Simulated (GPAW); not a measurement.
BiTe:

```
Bi Te
1.0
     2.42271    1.39875    3.31729
    -2.42271    1.39875    3.31729
     0.00000   -2.79750    3.31729
Bi Te
1 1
Direct
  0.50000 0.50000 0.50000
  0.00000 0.00000 0.00000
```

The cell comes from a database or a generator and needn't be the stable form of this composition.

* Program: GPAW 26.7.0
* Task: relaxation of cell and atoms
* Functional: PBEsol
* Potentials or basis: PAW data sets generated in the run's folder for this functional
* Cutoff: 600 eV
* Basis: pw
* k mesh: 5 × 5 × 5
* Occupations: fermi-dirac, width 0.05 eV
* Spin: no spin polarisation

At the start: pressure -2.8 GPa; volume 33.72 Å³/atom.

**Question.** How do energy, volume and symmetry change on relaxing?

**Answer.** Over 9 steps the energy falls by 19.7 meV/atom and the volume is 31.53 Å³/atom (-6.5 %); space group R-3m (No. 166, to 0.05 Å).

Step by step:
```tsv
step	energy change (eV)	largest force (eV/Å)	pressure (GPa)	volume (Å³)
1	0.0000	0.0000	-2.76	67.45
2	-0.0128	0.0000	-2.21	66.62
3	-0.0330	0.0000	0.16	63.57
4	-0.0333	0.0000	-0.02	63.76
5	-0.0336	0.0000	-0.13	63.86
6	-0.0351	0.0000	-0.42	64.01
7	-0.0373	0.0000	-0.58	63.91
8	-0.0387	0.0000	-0.42	63.53
9	-0.0394	0.0000	-0.06	63.07
```

Final structure:
```
Bi Te
1.0
     2.40692    1.38963    3.14274
    -2.40692    1.38963    3.14274
     0.00000   -2.77927    3.14274
Bi Te
1 1
Direct
  0.50000 0.50000 0.50000
  0.00000 0.00000 0.00000
```

Caveat: later steps reuse the first step's grids.
